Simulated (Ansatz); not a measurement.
# Si: the cost of one run

Method: DFT PBE+D3(BJ), plane waves, PAW, scalar-relativistic, no spin polarisation, in Ansatz 0.2.0.

### Step 1. The starting structure

The cell holds 17 atoms (Si17): a = 7.679 Å, b = 7.679 Å, c = 7.679 Å, α = 60.00°, β = 60.00°, γ = 60.00°.

As a file:

```
Si
1.0
     0.00000    5.43000    5.43000
     5.43000    0.00000    5.43000
     5.43000    5.43000    0.00000
Si
17
Direct
  0.00000 0.00000 0.00000
  0.12500 0.12500 0.12500
  0.00000 0.00000 0.50000
  0.12500 0.12500 0.62500
  0.00000 0.50000 0.00000
  0.12500 0.62500 0.12500
  0.00000 0.50000 0.50000
  0.12500 0.62500 0.62500
  0.50000 0.00000 0.00000
  0.62500 0.12500 0.12500
  0.50000 0.00000 0.50000
  0.62500 0.12500 0.62500
  0.50000 0.50000 0.00000
  0.62500 0.62500 0.12500
  0.50000 0.50000 0.50000
  0.62500 0.62500 0.62500
  0.38219 0.87787 0.87208
```

### Step 2. End point A

input.yaml reads:

```yaml
crystal:
  lattice:
    - [0.0, 5.43, 5.43]
    - [5.43, 0.0, 5.43]
    - [5.43, 5.43, 0.0]
  atoms:
    - { symbol: Si, position: [0.0, 0.0, 0.0] }
    - { symbol: Si, position: [0.125, 0.125, 0.125] }
    - { symbol: Si, position: [0.0, 0.0, 0.5] }
    - { symbol: Si, position: [0.125, 0.125, 0.625] }
    - { symbol: Si, position: [0.0, 0.5, 0.0] }
    - { symbol: Si, position: [0.125, 0.625, 0.125] }
    - { symbol: Si, position: [0.0, 0.5, 0.5] }
    - { symbol: Si, position: [0.125, 0.625, 0.625] }
    - { symbol: Si, position: [0.5, 0.0, 0.0] }
    - { symbol: Si, position: [0.625, 0.125, 0.125] }
    - { symbol: Si, position: [0.5, 0.0, 0.5] }
    - { symbol: Si, position: [0.625, 0.125, 0.625] }
    - { symbol: Si, position: [0.5, 0.5, 0.0] }
    - { symbol: Si, position: [0.625, 0.625, 0.125] }
    - { symbol: Si, position: [0.5, 0.5, 0.5] }
    - { symbol: Si, position: [0.625, 0.625, 0.625] }
    - { symbol: Si, position: [0.3821883, 0.8778743, 0.8720819] }
basis:
  ecutwfc: 420.0
kpoints:
  mp_grid: { grid: [2, 2, 2] }
hamiltonian:
  xc: pbe
  dispersion: d3bj
  pseudopotentials: { kind: paw, azcp: { folder: soft_1 } }
scf:
  occupations: { method: gaussian, width: 0.02 }
  lower_state_search: "off"
relax:
  f_tol: 0.03
  max_steps: 60
  adjacent_minimum: "off"
```

Command:

```sh
$ ansatz run input.yaml --threads 1 --pin off --max-ram 3072MiB --backend cpu --events-out ev --progress --plain --runs-dir out
```

Q: Estimate wall time and peak memory on 1 thread of Arm Neoverse V1, shared host.

About 20 s, with a peak of 0.49 GiB.
